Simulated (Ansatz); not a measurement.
**CH₃NO₂Si: one species, many methods**

An exercise on one series of results from a longer session: the logs are not shown, and one member is left open.

Computed with Ansatz 0.2.0, Gaussian basis. Level: functionals in def2-TZVPP, the program's frozen cores in correlated methods.

The runs, in order: LDA (SPW92), PBE-D4, revPBE-D4, BLYP-D4, r2SCAN-D4, B97M-V, PBE0-D4, B3LYP-D4, r2SCANh-D4, r2SCAN0-D4, HSE06-D4, BHLYP-D4, CAM-B3LYP-D4, LC-ωPBE, ωB97X-V, ωB97M-V, B2PLYP, PBE-QIDH; CCSD(T)/def2-SVP; CCSD(T)/def2-TZVPP; MP2/def2-QZVPP; extrapolation to the limit; RPA on PBE.

## Structure used throughout

All runs share one geometry, relaxed beforehand with PBE0-D4 in a triple-zeta def2 set.

8 atoms, charge 0, spin multiplicity 1.

Atoms are counted from 1 here; the program's logs count them from 0.

Bond lengths: N1–Si2 1.678 Å, N1–H6 1.006 Å, N1–H7 1.006 Å, Si2–O3 1.697 Å, Si2–C4 1.814 Å, Si2–H8 1.476 Å, O3–C4 1.396 Å, C4–O5 1.181 Å. Angles: Si2–N1–H6 124.2°, Si2–N1–H7 122.4°, H6–N1–H7 113.4°, N1–Si2–O3 119.8°, N1–Si2–C4 125.8°, N1–Si2–H8 108.1°, O3–Si2–C4 46.7°, O3–Si2–H8 116.7°, C4–Si2–H8 124.7°, Si2–O3–C4 71.0°, Si2–C4–O3 62.2°, Si2–C4–O5 168.9°, O3–C4–O5 128.8°.

Set-up of the first run:

File in.yaml:

```yaml
crystal:
  periodic: [false, false, false]
  atoms:
    - {symbol: N, position_ang: [-0.866232, 0.394814, 1.116086]}
    - {symbol: Si, position_ang: [0.435849, -0.158712, 0.213245]}
    - {symbol: O, position_ang: [0.912406, 0.680590, -1.182981]}
    - {symbol: C, position_ang: [0.406173, -0.566791, -1.553797]}
    - {symbol: O, position_ang: [0.272516, -1.018619, -2.636708]}
    - {symbol: H, position_ang: [-1.746512, 0.682054, 0.722903]}
    - {symbol: H, position_ang: [-0.828802, 0.483647, 2.117150]}
    - {symbol: H, position_ang: [1.506700, -0.554184, 1.148302]}
basis:
  gaussian: {orbitals: def2-TZVPP}
hamiltonian: {xc: lda}
output: {orbitals: {seedname: orbitals}}
```

Launch:

```
$ ansatz run in.yaml --threads 2 --pin off --events-out ev --progress --plain --max-ram 4352MiB
```

Steps of the session up to this table: LDA; PBE-D4 (GGA); revPBE-D4 (GGA); BLYP-D4 (GGA); r2SCAN-D4 (meta-GGA); B97M-V (meta-GGA); PBE0-D4 (hybrid); B3LYP-D4 (hybrid); r2SCANh-D4 (hybrid); r2SCAN0-D4 (hybrid); HSE06-D4 (hybrid); BHLYP-D4 (hybrid); CAM-B3LYP-D4 (range-separated); LC-ωPBE (range-separated); ωB97X-V (range-separated); ωB97M-V (range-separated); B2PLYP (double hybrid); PBE-QIDH (double hybrid).

One table of the session follows, with a row left open; its other results are not shown here.

It belongs to the step «Frontier levels by functional». 

| functional | HOMO (eV) | gap (eV) |
| --- | --- | --- |
| LDA (SPW92) | -5.91 | 3.95 |
| PBE-D4 | -5.71 | 4.02 |
| revPBE-D4 | -5.64 | 4.04 |
| BLYP-D4 | -5.61 | 4.05 |
| r2SCAN-D4 | -5.95 | 4.47 |
| B97M-V | -6.03 | 4.57 |
| PBE0-D4 | -7.08 | 6.40 |
| B3LYP-D4 | -6.88 | 5.94 |
| r2SCANh-D4 | -6.47 | 5.37 |
| r2SCAN0-D4 | -7.26 | 6.71 |
| HSE06-D4 | -6.68 | 5.61 |
| BHLYP-D4 | -8.43 | 8.73 |
| CAM-B3LYP-D4 | -8.48 | 8.90 |
| LC-ωPBE | -9.75 | 11.41 |
| ωB97X-V | ? | ? |
| ωB97M-V | -9.33 | 10.63 |

Estimate the missing values for ωB97X-V.

**Answer.** HOMO (eV): -9.42; gap (eV): 10.96. In the column «HOMO (eV)» it lies between LC-ωPBE (-9.75) and ωB97M-V (-9.33).
